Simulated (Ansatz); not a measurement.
**CH7InOSi: up Jacob's ladder to CCSD(T)**

One table from this session's results is given with a row withheld; the runs are named, their logs left out.

Program: Ansatz 0.2.0, Gaussian basis. Level of theory: functionals in def2-TZVPP, the program's frozen cores in correlated methods. These are calculated values, not measurements.

Levels to be run: LDA (SPW92), PBE-D4, revPBE-D4, BLYP-D4, r2SCAN-D4, B97M-V, PBE0-D4, B3LYP-D4, r2SCANh-D4, r2SCAN0-D4, HSE06-D4, BHLYP-D4, CAM-B3LYP-D4, LC-ωPBE, ωB97X-V, ωB97M-V, B2PLYP, PBE-QIDH; CCSD(T)/def2-SVP; CCSD(T)/def2-TZVPP; MP2/def2-QZVPP; extrapolation to the limit; RPA on PBE.

## The relaxed structure

All runs share one geometry, relaxed beforehand with PBE0-D4 in a triple-zeta def2 set. In takes the def2 core potential; no spin-orbit term is included.

SMILES `[OH][InH][CH2][SiH3]`, 11 atoms, charge 0, spin multiplicity 1.

Atoms are counted from 1 here; the program's logs count them from 0.

Bond lengths: O1–In2 1.994 Å, O1–H5 0.960 Å, In2–C3 2.154 Å, In2–H6 1.706 Å, C3–Si4 1.861 Å, C3–H7 1.095 Å, C3–H8 1.092 Å, Si4–H9 1.490 Å, Si4–H10 1.490 Å, Si4–H11 1.490 Å. Angles: In2–O1–H5 113.3°, O1–In2–C3 113.4°, O1–In2–H6 112.8°, C3–In2–H6 133.8°, In2–C3–Si4 112.6°, In2–C3–H7 106.6°, In2–C3–H8 108.9°, Si4–C3–H7 109.5°, Si4–C3–H8 111.3°, H7–C3–H8 107.7°, C3–Si4–H9 112.9°, C3–Si4–H10 109.9°, C3–Si4–H11 110.4°, H9–Si4–H10 107.9°, H9–Si4–H11 107.9°, H10–Si4–H11 107.7°.

Coordinates:

```xyz
11
charge 0, multiplicity 1
O    -2.3370    1.1364    0.3574
In   -0.8432    0.4699    1.4980
C     0.5195   -0.8279    0.4501
Si    1.0355   -0.1406   -1.2007
H    -2.2794    0.8416   -0.5542
H    -0.9244    1.0513    3.1001
H    -0.0039   -1.7784    0.3029
H     1.3854   -1.0208    1.0877
H     1.9811   -1.0320   -1.9285
H    -0.1626    0.0589   -2.0637
H     1.6944    1.1846   -1.0287
```

The first run:

Contents of in.yaml:

```yaml
crystal:
  periodic: [false, false, false]
  atoms:
    - {symbol: O, position_ang: [-2.337026, 1.136443, 0.357412]}
    - {symbol: In, position_ang: [-0.843219, 0.469931, 1.497975]}
    - {symbol: C, position_ang: [0.519517, -0.827947, 0.450148]}
    - {symbol: Si, position_ang: [1.035476, -0.140568, -1.200656]}
    - {symbol: H, position_ang: [-2.279427, 0.841562, -0.554225]}
    - {symbol: H, position_ang: [-0.924393, 1.051271, 3.100063]}
    - {symbol: H, position_ang: [-0.003892, -1.778406, 0.302927]}
    - {symbol: H, position_ang: [1.385376, -1.020839, 1.087720]}
    - {symbol: H, position_ang: [1.981102, -1.032045, -1.928456]}
    - {symbol: H, position_ang: [-0.162575, 0.058948, -2.063719]}
    - {symbol: H, position_ang: [1.694360, 1.184551, -1.028687]}
basis:
  gaussian: {orbitals: def2-TZVPP}
hamiltonian: {xc: lda}
output: {orbitals: {seedname: orbitals}}
```

Among the steps run: LDA; PBE-D4 (GGA); revPBE-D4 (GGA); BLYP-D4 (GGA); r2SCAN-D4 (meta-GGA); B97M-V (meta-GGA); PBE0-D4 (hybrid); B3LYP-D4 (hybrid); r2SCANh-D4 (hybrid); r2SCAN0-D4 (hybrid); HSE06-D4 (hybrid); BHLYP-D4 (hybrid); CAM-B3LYP-D4 (range-separated); LC-ωPBE (range-separated); ωB97X-V (range-separated); ωB97M-V (range-separated); B2PLYP (double hybrid); PBE-QIDH (double hybrid).

One table of the session follows, with a row left open; its other results are not shown here.

It belongs to the step «Orbital energies across the functionals». 

```
  functional  HOMO (eV)  LUMO (eV)  gap (eV)
 LDA (SPW92)      -6.70      -2.25      4.44
      PBE-D4      -6.52      -1.98      4.53
   revPBE-D4      -6.45      -1.86      4.59
     BLYP-D4      -6.38      -1.95      4.43
   r2SCAN-D4      -6.77      -1.71      5.06
      B97M-V      -6.87      -2.02      4.84
     PBE0-D4      -7.75      -1.27      6.48
    B3LYP-D4      -7.54      -1.55      5.98
  r2SCANh-D4      -7.24      -1.47      5.77
  r2SCAN0-D4      -7.93      -1.11      6.82
    HSE06-D4      -7.36      -1.63      5.73
    BHLYP-D4          ?          ?         ?
CAM-B3LYP-D4      -9.06      -0.49      8.57
     LC-ωPBE     -10.38       0.62     11.00
     ωB97X-V     -10.03       0.47     10.50
     ωB97M-V      -9.91       0.15     10.07
```

Q: Estimate the row for BHLYP-D4 from the others.

Worked estimate for «HOMO (eV)». Against the share of exact exchange, BLYP-D4 (0, -6.38), B3LYP-D4 (0.2, -7.54) give a slope of -5.80 per unit share; at 0.5 the line stands at -9.28.

The run gave: HOMO (eV): -8.85; LUMO (eV): -0.66; gap (eV): 8.19. In «HOMO (eV)» the line misses by -0.43.
